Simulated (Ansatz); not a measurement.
# PC5: the cost of one run

Program: Ansatz 0.2.0. Level of theory: DFT PBE, scalar-relativistic, plane waves, PAW. These are calculated values, not measurements.

## (1) The system as given

The structure is hexagonal, space group P-62m (No. 189). The conventional cell has a = 5.190 Å, b = 5.190 Å, c = 4.808 Å, α = 90.00°, β = 90.00°, γ = 120.00°. Around P (site symmetry -62m) lie 12 C at 2.95 to 3.00 Å. C (site symmetry m2m) is surrounded by 2 P at 2.95 Å and 10 C at 2.95 to 3.02 Å. C (site symmetry -6) has 9 C at 2.97 to 3.00 Å and 3 P at 3.00 Å as nearest neighbours.

Structure file:

```cif
data_structure
_symmetry_space_group_name_H-M 'P 1'
_symmetry_Int_Tables_number 1
_cell_length_a 5.1898
_cell_length_b 5.1898
_cell_length_c 4.8076
_cell_angle_alpha 90.000
_cell_angle_beta 90.000
_cell_angle_gamma 120.000
_cell_volume 112.14
loop_
_atom_site_label
_atom_site_type_symbol
_atom_site_fract_x
_atom_site_fract_y
_atom_site_fract_z
_atom_site_occupancy
P1 P 0.00000 0.00000 0.50000 1
C1 C 0.00000 0.67142 0.00000 1
C2 C 0.67142 0.00000 0.00000 1
C3 C 0.32858 0.32858 0.00000 1
C4 C 0.66667 0.33333 0.50000 1
C5 C 0.33333 0.66667 0.50000 1
```

A structure generator made this guess: species swapped into a database cell of LiMg5 (P-62m, No. 189), with P on the Li sites and C on the Mg sites. The dimensions are guesses.

## (2) The guess as it stands, on a coarse mesh

Contents of input.yaml:

```yaml
crystal:
  lattice:
    - [5.18975687, 0.0, 0.0]
    - [-2.59487843, 4.49446129, 0.0]
    - [0.0, 0.0, 4.80757672]
  atoms:
    - { symbol: P, position: [0.0, 0.0, 0.5] }
    - { symbol: C, position: [0.0, 0.67142123, 0.0] }
    - { symbol: C, position: [0.67142123, 0.0, 0.0] }
    - { symbol: C, position: [0.32857877, 0.32857877, 0.0] }
    - { symbol: C, position: [0.66666667, 0.33333333, 0.5] }
    - { symbol: C, position: [0.33333333, 0.66666667, 0.5] }
basis:
  ecutwfc: 420
kpoints:
  mp_grid: { grid: [6, 6, 4] }
hamiltonian:
  xc: pbe
scf:
  occupations: { method: gaussian, width: 0.1 }
  lower_state_search: "off"
output:
  forces: true
  stress: true
  eigenvalues: true
```

On the command line:

```bash
$ ansatz run input.yaml --threads 1 --pin off --max-ram 2560MiB --backend cpu --events-out ev --progress --plain --runs-dir out
```

Q: Estimate wall time and peak memory on 1 thread of Arm Neoverse V1, shared host.

About 4.2 s, with a peak of 0.3 GiB.
